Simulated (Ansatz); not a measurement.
# EuMnSbF: the cost of one run

Method: DFT PBEsol, scalar-relativistic, plane waves, PAW, in Ansatz 0.2.0.

2 further runs of the same task are left out: 2 that didn't finish. Runs told in other sessions of the task aren't counted.

### 1 The starting structure

The cell holds 16 atoms (Eu3F4Mn4PbSb4): a = 5.657 Å, b = 5.657 Å, c = 9.263 Å, α = 90.00°, β = 90.00°, γ = 90.00°.

As a file:

```xyz
16
Lattice="3.9999 3.9999 0.0000 3.9999 -3.9999 0.0000 0.0000 0.0000 -9.2630" Properties=species:S:1:pos:R:3 pbc="T T T"
Pb    2.0057   -0.0773   -7.7414
Eu    5.9998    0.0000   -7.8154
Eu    3.9999   -1.9999   -1.4476
Eu    3.9999    1.9999   -1.4476
Mn    0.0000    0.0000   -4.6315
Mn    3.9999    0.0000   -4.6315
Mn    1.9999    1.9999   -4.6315
Mn    1.9999   -1.9999   -4.6315
Sb    3.9999   -1.9999   -6.2575
Sb    3.9999    1.9999   -6.2575
Sb    1.9999    0.0000   -3.0055
Sb    5.9998    0.0000   -3.0055
F     1.9796    1.9765    0.0425
F     2.0157   -2.1139    0.0085
F    -0.0469    0.0059    0.0947
F     4.0186   -0.0638   -0.0159
```

The host was relaxed before at PBEsol: a = 4.000 Å, b = 4.000 Å, c = 9.263 Å, α = 90.00°, β = 90.00°, γ = 90.00° (conventional cell), 18.525 Å³/atom.

Places, in fractions of the supercell: Pb in place of Eu at (0.250, 0.250, 0.844). Its neighbours start displaced at random, with a spread of 0.05 Å in each coordinate.

### 2 The perfect crystal in the supercell of 16 atoms

input.yaml reads:

```yaml
crystal:
  lattice:
    - [3.9998683763, 3.9998683763, 0.0]
    - [3.9998683763, -3.9998683763, 0.0]
    - [0.0, 0.0, -9.2630481965]
  atoms:
    - { symbol: Eu, position: [0.25, 0.25, 0.8437220371], spin: 7.18 }
    - { symbol: Eu, position: [0.75, 0.75, 0.8437220371], spin: 7.18 }
    - { symbol: Eu, position: [0.25, 0.75, 0.1562779629], spin: 7.18 }
    - { symbol: Eu, position: [0.75, 0.25, 0.1562779629], spin: 7.18 }
    - { symbol: Mn, position: [0.0, 0.0, 0.5], spin: -2.51 }
    - { symbol: Mn, position: [0.5, 0.5, 0.5], spin: -2.51 }
    - { symbol: Mn, position: [0.5, 0.0, 0.5], spin: -2.51 }
    - { symbol: Mn, position: [0.0, 0.5, 0.5], spin: -2.51 }
    - { symbol: Sb, position: [0.25, 0.75, 0.6755383437] }
    - { symbol: Sb, position: [0.75, 0.25, 0.6755383437] }
    - { symbol: Sb, position: [0.25, 0.25, 0.3244616563] }
    - { symbol: Sb, position: [0.75, 0.75, 0.3244616563] }
    - { symbol: F, position: [0.5, 0.0, 0.0] }
    - { symbol: F, position: [0.0, 0.5, 0.0] }
    - { symbol: F, position: [0.0, 0.0, 0.0] }
    - { symbol: F, position: [0.5, 0.5, 0.0] }
basis:
  ecutwfc: 420
  xc_grid: 2
kpoints:
  mp_grid: { grid: [4, 4, 2], shift: [0.5, 0.5, 0.5] }
hamiltonian:
  xc: pbesol
scf:
  occupations: { method: gaussian, width: 0.05 }
  lower_state_search: "off"
output:
  forces: true
  stress: true
  eigenvalues: true
  populations: true
  hubbard: { sites: [{ species: Eu, l: f }] }
  write_density: true
  write_potential: true
  elf: true
  volumetric_format: npy
magnetization:
  spin_polarized: true
```

The run is started by

```
ansatz run input.yaml --threads 8 --pin off --max-ram 14336MiB --backend cpu --events-out ev --progress --plain --runs-dir out
```

What time and memory should one allow on 8 threads of Arm Neoverse V1, shared host?

About 8.7 s, with a peak of 1.4 GiB.
